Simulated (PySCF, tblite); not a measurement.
# C5H9BBrCl: geometry, infrared bands and NMR shifts

Wanted: the infrared bands and NMR shifts of C5H9BBrCl (`B/C(Cl)=C(\Br)C(C)C`), by calculation.

The runs use tblite 0.8.0 and PySCF 2.14.0, with density-fitted response routines of our own; the level of theory stands in each step. All values are computed, except where a source is named. Atoms are numbered from 0 throughout.

## Step 1: The molecule as given

17 atoms, charge 0, multiplicity 1; geometry from: force field or distance geometry start.

Bonds of the start (Å): B0–C1 1.59, C1–Cl2 1.75, C1–C3 1.36, C3–Br4 1.96, C3–C5 1.53, C5–C6 1.53, C5–C7 1.53, B0–H8 1.18, B0–H9 1.18, C5–H10 1.11, C6–H11 1.11, C6–H12 1.11, C6–H13 1.11, C7–H14 1.12, C7–H15 1.10, C7–H16 1.11.

## Step 2: Relaxing the molecule with GFN2-xTB

Job settings and geometry (Å):

```
{"job": {"kind": "relax", "xc": "GFN2-xTB", "basis": "xTB"}, "charge": 0, "multiplicity": 1}
B      3.170500     0.201300     0.244800
C      1.673000     0.336700    -0.278300
Cl     1.509200     1.236900    -1.768700
C      0.612500    -0.191800     0.380800
Br     0.840600    -1.063000     2.117500
C     -0.818300    -0.035500    -0.125600
C     -1.615300    -1.332200     0.008600
C     -1.503200     1.117100     0.619000
H      4.044600     0.695000    -0.370900
H      3.436400    -0.394300     1.229100
H     -0.821500     0.206500    -1.207200
H     -1.073900    -2.176500    -0.470100
H     -2.605200    -1.225300    -0.481900
H     -1.795800    -1.589900     1.075000
H     -2.538000     1.268300     0.215000
H     -0.944500     2.057800     0.483600
H     -1.578100     0.901000     1.706000
```

The run is started by

```sh
OMP_NUM_THREADS=1 python probes_run.py task.json out
```

One launch serves the whole session: the jobs run in the order shown.

**Question.** This job is followed by: GFN2-xTB harmonic vibrations, gas phase; GIAO PBE0/pcSseg-1 NMR shielding, non-relativistic, gas phase. Predict these results of the whole session: strongest single infrared mode (GFN2-xTB); zero-point energy (GFN2-xTB); 13C shifts against TMS (PBE0/pcSseg-1, means over atoms taken as alike); 1H shifts against TMS (PBE0/pcSseg-1, means over atoms taken as alike); 11B shifts against BF3·OEt2 (PBE0/pcSseg-1); 35Cl shifts against HCl (PBE0/pcSseg-1); 79Br shifts against HBr (PBE0/pcSseg-1).

The runs gave:

| quantity | value |
| --- | --- |
| strongest single infrared mode (GFN2-xTB) | 1561 cm⁻¹, 154 km/mol |
| zero-point energy (GFN2-xTB) | 79.3 kcal/mol |
| 13C shifts against TMS (PBE0/pcSseg-1, means over atoms taken as alike) | 188.8, 148.4, 39.4, 23.4 ppm |
| 1H shifts against TMS (PBE0/pcSseg-1, means over atoms taken as alike) | 7.17, 4.10, 1.29 ppm |
| 11B shifts against BF3·OEt2 (PBE0/pcSseg-1) | 70.9 ppm |
| 35Cl shifts against HCl (PBE0/pcSseg-1) | 278 ppm |
| 79Br shifts against HBr (PBE0/pcSseg-1) | 596 ppm |

In words: Relaxing lowered the energy by 0.255 eV in 72 steps; the close pair that moved most is C3–Br4, from 1.956 to 1.895 Å. All 45 modes are real, so the xTB geometry is a minimum. The strongest single mode, at 1561 cm⁻¹, moves mainly C3 and C1. Unscaled tight-binding wavenumbers are off by several per cent, some by more. Its intensities can rank the bands wrongly. C3 stands next to heavy halogen, whose spin-orbit shielding this run leaves out, so the computed shift lies too far downfield, most of all for carbon beside Br or I. At PBE0/pcSseg-1: The widest tensor belongs to Br4: span 1315 ppm, with a paramagnetic part of -1097 ppm. Spin-orbit coupling is left out, which matters for shieldings and couplings at and beside the heavy atoms.
